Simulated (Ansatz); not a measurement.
# C2H5ClF2Si: a ladder of functionals and wavefunction methods

The task here is to estimate one member of a computed series from the others.

The runs use Ansatz 0.2.0, Gaussian basis; functionals in def2-TZVPP, the program's frozen cores in correlated methods.

Plan: LDA (SPW92), PBE-D4, revPBE-D4, BLYP-D4, r2SCAN-D4, B97M-V, PBE0-D4, B3LYP-D4, r2SCANh-D4, r2SCAN0-D4, HSE06-D4, BHLYP-D4, CAM-B3LYP-D4, LC-ωPBE, ωB97X-V, ωB97M-V, B2PLYP, PBE-QIDH; CCSD(T)/def2-SVP; CCSD(T)/def2-TZVPP; MP2/def2-QZVPP; extrapolation to the limit; RPA on PBE.

## Structure used throughout

An earlier PBE0-D4 in a triple-zeta def2 set relaxation fixed the geometry.

SMILES `CC[Si](F)(F)Cl`, 11 atoms, charge 0, spin multiplicity 1.

Atoms are counted from 1 here; the program's logs count them from 0.

Bond lengths: C1–C2 1.529 Å, C1–H7 1.092 Å, C1–H8 1.092 Å, C1–H9 1.092 Å, C2–Si3 1.839 Å, C2–H10 1.095 Å, C2–H11 1.095 Å, Si3–F4 1.584 Å, Si3–F5 1.584 Å, Si3–Cl6 2.030 Å. Angles: C2–C1–H7 111.4°, C2–C1–H8 110.8°, C2–C1–H9 111.4°, H7–C1–H8 107.7°, H7–C1–H9 107.6°, H8–C1–H9 107.7°, C1–C2–Si3 113.5°, C1–C2–H10 111.0°, C1–C2–H11 111.0°, Si3–C2–H10 107.5°, Si3–C2–H11 107.5°, H10–C2–H11 106.0°, C2–Si3–F4 111.0°, C2–Si3–F5 111.0°, C2–Si3–Cl6 112.6°, F4–Si3–F5 106.2°, F4–Si3–Cl6 107.8°, F5–Si3–Cl6 107.8°.

Set-up of the first run:

in.yaml

```yaml
crystal:
  periodic: [false, false, false]
  atoms:
    - {symbol: C, position_ang: [0.335612, -0.977561, -1.037821]}
    - {symbol: C, position_ang: [0.703033, 0.000616, 0.078846]}
    - {symbol: Si, position_ang: [-0.753967, 0.824695, 0.840908]}
    - {symbol: F, position_ang: [-1.751601, -0.240285, 1.456106]}
    - {symbol: F, position_ang: [-1.581382, 1.631021, -0.242217]}
    - {symbol: Cl, position_ang: [-0.236795, 2.118098, 2.317898]}
    - {symbol: H, position_ang: [-0.190734, -0.474679, -1.851701]}
    - {symbol: H, position_ang: [1.230724, -1.440283, -1.458062]}
    - {symbol: H, position_ang: [-0.310043, -1.778022, -0.670769]}
    - {symbol: H, position_ang: [1.369496, 0.786368, -0.292216]}
    - {symbol: H, position_ang: [1.250956, -0.506966, 0.879727]}
basis:
  gaussian: {orbitals: def2-TZVPP}
hamiltonian: {xc: lda}
output: {orbitals: {seedname: orbitals}}
```

Steps of the session up to this table: LDA; PBE-D4 (GGA); revPBE-D4 (GGA); BLYP-D4 (GGA); r2SCAN-D4 (meta-GGA); B97M-V (meta-GGA); PBE0-D4 (hybrid); B3LYP-D4 (hybrid); r2SCANh-D4 (hybrid); r2SCAN0-D4 (hybrid); HSE06-D4 (hybrid); BHLYP-D4 (hybrid); CAM-B3LYP-D4 (range-separated); LC-ωPBE-D4 (range-separated; the results give it without D4); ωB97X-V (range-separated); ωB97M-V (range-separated); B2PLYP (double hybrid); PBE-QIDH (double hybrid).

One of the session's tables, all rows but one given; the rest of the session is left out.

It belongs to the step «Frontier levels by functional». 

```
  functional  HOMO (eV)  LUMO (eV)  gap (eV)
 LDA (SPW92)      -7.96      -0.30      7.66
      PBE-D4          ?          ?         ?
   revPBE-D4      -7.79       0.03      7.82
     BLYP-D4      -7.73      -0.07      7.66
   r2SCAN-D4      -8.16       0.59      8.75
      B97M-V      -8.26       0.13      8.39
     PBE0-D4      -9.23       0.77     10.01
    B3LYP-D4      -9.01       0.44      9.45
  r2SCANh-D4      -8.67       0.85      9.52
  r2SCAN0-D4      -9.44       1.23     10.67
    HSE06-D4      -8.83       0.40      9.23
    BHLYP-D4     -10.55       1.42     11.97
CAM-B3LYP-D4     -10.64       1.57     12.21
     LC-ωPBE     -11.98       2.91     14.90
     ωB97X-V     -11.63       2.69     14.32
     ωB97M-V     -11.46       2.28     13.74
```

Q: Estimate the row for PBE-D4 from the others.

**Answer.** HOMO (eV): -7.84; LUMO (eV): -0.08; gap (eV): 7.76. In the column «HOMO (eV)» it lies between LDA (SPW92) (-7.96) and revPBE-D4 (-7.79).
